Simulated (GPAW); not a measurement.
## InSb3 in GPAW: convergence with smearing width (eV)

Input of the first run (smearing width (eV) 0.5); the others differ in this setting and in those tied to it:

Contents of run.py:

```python
from ase.dft.bandgap import bandgap
from ase.io import read, write
from ase.units import GPa
from gpaw import GPAW, PW

atoms = read('POSCAR')

calc = GPAW(mode=PW(600),
            xc='LDA',
            kpts={'size': (4, 4, 4), 'gamma': True},
            occupations={'name': 'methfessel-paxton', 'order': 0, 'width': 0.5},
            nbands=45,
            convergence={'density': 1e-05, 'energy': 1e-05},
            maxiter=100,
            txt='gpaw.txt')
atoms.calc = calc
energy = atoms.get_potential_energy()
forces = atoms.get_forces()
stress = atoms.get_stress()
calc.write('gs.gpw')
write('result.traj', atoms)
print(f'Energy: {energy:.6f} eV')
print('Forces (eV/A):')
print(forces.round(4))
print('Stress (GPa):', (stress / GPa).round(3))
print('Fermi level:', round(calc.get_fermi_level(), 4), 'eV')
print(f'Gap: {bandgap(calc)[0]:.4f} eV, direct: {bandgap(calc, direct=True)[0]:.4f} eV')
```

POSCAR

```
InSb3
1.0
    4.8063670000      0.0000000000      0.0000000000
    0.0000000000      4.8063670000      0.0000000000
    0.0000000000      0.0000000000      4.8063670000
Sb In
3 1
Direct
    0.5000000000      0.5000000000      0.0000000000
    0.0000000000      0.5000000000      0.5000000000
    0.5000000000      0.0000000000      0.5000000000
    0.0000000000      0.0000000000      0.0000000000
```

Potentials or basis: the program's PAW data sets (release 1.2.1) made for this functional, pw.

Command:

```bash
$ OMP_NUM_THREADS=1 python run.py
```

The cell comes from a database or a generator and needn't be the stable form of this composition.

Hardware: 1 thread of Arm Neoverse V1, on a shared host.

```csv
smearing width (eV),"energy less the tightest run, at zero smearing (meV/atom)",pressure (GPa),SCF cycles,CPU time (s),peak memory (GiB)
0.5,1.46,-3.73,10,33,0.2
0.3,-1.54,-3.82,10,33,0.2
0.2,-1.65,-3.89,10,33,0.2
0.15,-1.43,-3.90,10,32,0.2
0.1,-1.03,-3.90,10,32,0.2
0.05,-0.53,-3.88,10,32,0.2
0.025,-0.20,-3.88,10,32,0.2
0.01,0.00,-3.88,10,32,0.2
```

Against the tightest run, the energy stays within 1 meV/atom from 0.05 on; the pressure stays within 0.1 GPa from 0.3 on. Narrower smearing needs a denser k mesh, so at a fixed mesh the narrowest width isn't the most accurate. The tightest run that finished is the yardstick and may itself not be fully converged.

The run has no spin-orbit coupling, so splittings on Sb are missing.
